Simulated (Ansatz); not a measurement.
# BaTiO3: the cost of one run

Method: DFT LDA, scalar-relativistic, in Ansatz 0.2.0.

## Step 1: Starting point

The structure is cubic, space group Pm-3m (No. 221). Conventional cell: a = 4.007 Å, b = 4.007 Å, c = 4.007 Å, α = 90.00°, β = 90.00°, γ = 90.00°. Ba (site symmetry m-3m) has 12 O at 2.83 Å as nearest neighbours. Ti (site symmetry m-3m) is surrounded by 6 O at 2.00 Å. O (site symmetry 4/mmm) is surrounded by 2 Ti at 2.00 Å and 4 Ba at 2.83 Å.

Structure file:

```
CELL_PARAMETERS angstrom
4.00730 0.00000 0.00000
0.00000 4.00730 0.00000
0.00000 0.00000 4.00730
ATOMIC_POSITIONS crystal
Ba 0.50000 0.50000 0.50000
Ti 0.00000 0.00000 0.00000
O 0.50000 0.00000 0.00000
O 0.00000 0.50000 0.00000
O 0.00000 0.00000 0.50000
```

Atoms are numbered in the order of the input: Ba1, Ti2, O3, O4, O5.

## Step 2: The deformed structure

Space group Pm-3m before, P4/mmm after.

## Step 3: All-electron LAPW

File input.yaml:

```yaml
crystal:
  lattice:
    - [3.927154, 0.0, 0.0]
    - [0.0, 3.927154, 0.0]
    - [0.0, 0.0, 4.0073]
  atoms:
    - { symbol: Ba, position: [0.5, 0.5, 0.5] }
    - { symbol: Ti, position: [0.0, 0.0, 0.0] }
    - { symbol: O, position: [0.5, 0.0, 0.0] }
    - { symbol: O, position: [0.0, 0.5, 0.0] }
    - { symbol: O, position: [0.0, 0.0, 0.5] }
kpoints:
  mp_grid: { grid: [8, 8, 8] }
  band_path:
    path:
      - [0.0, 0.0, 0.0]
      - [0.0, 0.5, 0.0]
      - [0.5, 0.5, 0.0]
      - [0.0, 0.0, 0.0]
      - [0.0, 0.0, 0.5]
      - [0.0, 0.5, 0.5]
      - [0.5, 0.5, 0.5]
      - [0.0, 0.0, 0.5]
      - [0.0, 0.5, 0.0]
    npoints: 5
scf:
  occupations: { method: fermi_dirac, width: 0.05 }
hamiltonian:
  xc: lda
  pseudopotentials: { kind: all_electron, lapw: { basis_error: 0.001 } }
output:
  forces: true
  stress: true
  eigenvalues: true
```

Launch:

```
> ansatz run input.yaml --threads 2 --pin off --max-ram 8192MiB --backend cpu --events-out ev --progress --plain --runs-dir out
```

**Question.** How long does this run take on 2 threads of Arm Neoverse V1, shared host, and how much memory does it need?

About 77 s, with a peak of 0.93 GiB.
